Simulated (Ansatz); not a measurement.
The system is NiMoIrPdW.

```
CELL_PARAMETERS angstrom
4.14670 0.00000 0.00000
-2.07335 3.59115 0.00000
0.00000 0.00000 5.41629
ATOMIC_POSITIONS crystal
Ni 0.00000 0.00000 0.02221
Mo 0.66667 0.33333 0.45996
Pd 0.33333 0.66667 0.74601
Ir 0.33333 0.66667 0.25641
W 0.66667 0.33333 0.99985
```

The cell was built by a generator and needn't be a form met in nature.

Base run:

| Property | Result |
| --- | --- |
| Program | Ansatz 0.2.0 |
| Functional | BLYP |
| Potentials or basis | all-electron LAPW, scalar-relativistic |
| Cutoff | 342 eV (chosen from the basis error) |
| Basis error allowed | 0.002 eV/atom |
| k mesh | 5 × 5 × 4 |
| Occupations | fermi-dirac, width 0.05 eV |
| Spin | collinear spin, ferromagnetic start |
| Starting moments | [1.0, 1.0, 0.0, 0.6, 0.0] μB |

Its results: pressure 9.7 GPa; net moment 0.00 μB per cell; largest force 0.355 eV/Å.

Question: The run is repeated on the same cell with these changes: functional from BLYP to revPBE. What comes out?

Answer: Pressure 2.7 GPa; net moment 0.00 μB per cell; largest force 0.112 eV/Å.

Caveats: the k mesh is thin for a metal, which can move the energy by tens of meV per atom; the starting moments weren't kept.
